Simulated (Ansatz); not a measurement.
# SrGe2Mo2: the cost of one run

Program: Ansatz 0.2.0. Level of theory: DFT PBE, scalar-relativistic, plane waves, PAW. These are calculated values, not measurements.

## Step 1: The system as given

The structure is tetragonal, space group P4mm (No. 99). The conventional cell has a = 3.897 Å, b = 3.897 Å, c = 7.055 Å, α = 90.00°, β = 90.00°, γ = 90.00°. Around Sr (site symmetry 4mm) lie 1 Ge at 2.09 Å. Around Ge (site symmetry 4mm) lie 1 Sr at 2.09 Å and 1 Ge at 2.37 Å. Ge (site symmetry 4mm) is surrounded by 4 Mo at 2.00 Å. Mo (site symmetry 2mm) is surrounded by 2 Ge at 2.00 Å.

As a file:

```
Sr Ge Mo
1.0
     3.89699    0.00000    0.00000
     0.00000    3.89699    0.00000
     0.00000    0.00000    7.05543
Sr Ge Mo
1 2 2
Direct
  0.50000 0.50000 0.69814
  0.50000 0.50000 0.99503
  0.50000 0.50000 0.33134
  0.50000 0.00000 0.26959
  0.00000 0.50000 0.26959
```

Recipe of the guess: random cell by space group and Wyckoff sites (P4mm, No. 99). Lengths come from tabulated atomic sizes and are only a guess.

## Step 2: Probe: one point on a coarse mesh

input.yaml

```yaml
crystal:
  lattice:
    - [3.89699381, 0.0, 0.0]
    - [0.0, 3.89699381, 0.0]
    - [0.0, 0.0, 7.05543263]
  atoms:
    - { symbol: Sr, position: [0.5, 0.5, 0.69813749] }
    - { symbol: Ge, position: [0.5, 0.5, 0.9950288] }
    - { symbol: Ge, position: [0.5, 0.5, 0.33133766] }
    - { symbol: Mo, position: [0.5, 0.0, 0.26959229] }
    - { symbol: Mo, position: [0.0, 0.5, 0.26959229] }
basis:
  ecutwfc: 420
kpoints:
  mp_grid: { grid: [4, 4, 4] }
hamiltonian:
  xc: pbe
scf:
  occupations: { method: gaussian, width: 0.1 }
  lower_state_search: "off"
output:
  forces: true
  stress: true
  eigenvalues: true
```

On the command line:

```
$ ansatz run input.yaml --threads 1 --pin off --max-ram 2560MiB --backend cpu --events-out ev --progress --plain --runs-dir out
```

What time and memory should one allow on 1 thread of Intel Xeon 6975P-C (Granite Rapids), shared host?

About 3.5 s, with a peak of 0.42 GiB.
